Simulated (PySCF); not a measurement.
**trisilylarsane (Si3AsH9): geometry, electronic excitations**

Aim: predict the electronic excitations of trisilylarsane (Si3AsH9) (`[SiH3][As]([SiH3])[SiH3]`).

The runs use PySCF 2.14.0, with density-fitted response routines of our own; the level of theory stands in each step. All values are computed, except where a source is named. Atoms are numbered from 0 throughout.

**1. The starting structure**

13 atoms, charge 0, multiplicity 1; geometry from: GFN2-xTB. The atoms were then displaced at random by about 0.01 Å, so the start is not that level's minimum.

Bonds of the start (Å): Si0–As1 2.29, As1–Si2 2.30, As1–Si3 2.29, Si0–H4 1.48, Si0–H5 1.47, Si0–H6 1.48, Si2–H7 1.50, Si2–H8 1.47, Si2–H9 1.48, Si3–H10 1.46, Si3–H11 1.49, Si3–H12 1.48.

**2. Optimising the geometry at PBE0-D3(BJ)/def2-SVP**

Job settings and geometry (Å):

```
{"job": {"xc": "PBE0", "basis": "def2-SVP", "d3": "d3bj", "grid": 1, "shake": 0.01, "kind": "geom"}, "charge": 0, "multiplicity": 1}
Si    -0.734460     1.762250    -0.483490
As     0.240020    -0.220230    -1.089390
Si     1.960070    -0.187830     0.442810
Si    -1.144450    -1.643400     0.053330
H      0.086670     2.911200    -0.910180
H     -1.018320     1.956080     0.949340
H     -2.037660     1.930290    -1.171430
H      2.978800     0.849440     0.081780
H      2.677000    -1.472920     0.472150
H      1.577120     0.080100     1.852030
H     -0.651860    -3.017750     0.046730
H     -2.487660    -1.677290    -0.591090
H     -1.439450    -1.286820     1.458510
```

Run with:

```bash
$ OMP_NUM_THREADS=1 python probes_run.py task.json out
```

One launch serves the whole session: the jobs run in the order shown.

**Question.** This job is followed by: TDDFT PBE0/aug-cc-pVDZ, vertical, gas phase, core orbitals frozen in the response; TDDFT PBE0/def2-TZVPD, vertical, gas phase, core orbitals frozen in the response. Predict these results of the whole session: point group; rotational constants (main isotopes); lowest singlet (PBE0/aug-cc-pVDZ); brightest single state of those computed; lowest triplet; range of the lowest singlet.

**Answer**, as computed:

```
                                quantity                        value
                             point group                          C3v
    rotational constants (main isotopes)         1.83, 1.83, 1.26 GHz
       lowest singlet (PBE0/aug-cc-pVDZ)  5.71 eV (217 nm), f = 0.064
brightest single state of those computed  state 7, 6.77 eV, f = 0.070
                          lowest triplet                      5.23 eV
             range of the lowest singlet              5.71 to 5.74 eV
```

**Reading.** Relaxing lowered the energy by 0.201 eV in 4 steps; the close pair that moved most is Si0–As1, from 2.291 to 2.365 Å. The lowest singlet, at 5.71 eV, is HOMO→LUMO 0.98 and is bright; of the 10 states computed, the strongest absorption comes from states 7 to 8 together at 6.77 eV. The lowest triplet lies 0.48 eV below the lowest singlet (triplets in Tamm-Dancoff, singlets in full TDDFT). The lowest singlet runs from 5.71 eV (PBE0/aug-cc-pVDZ) to 5.74 eV (PBE0/def2-TZVPD), while the orbital gap spans 6.83 to 6.89 eV. The lowest state need not be the same one in every run.
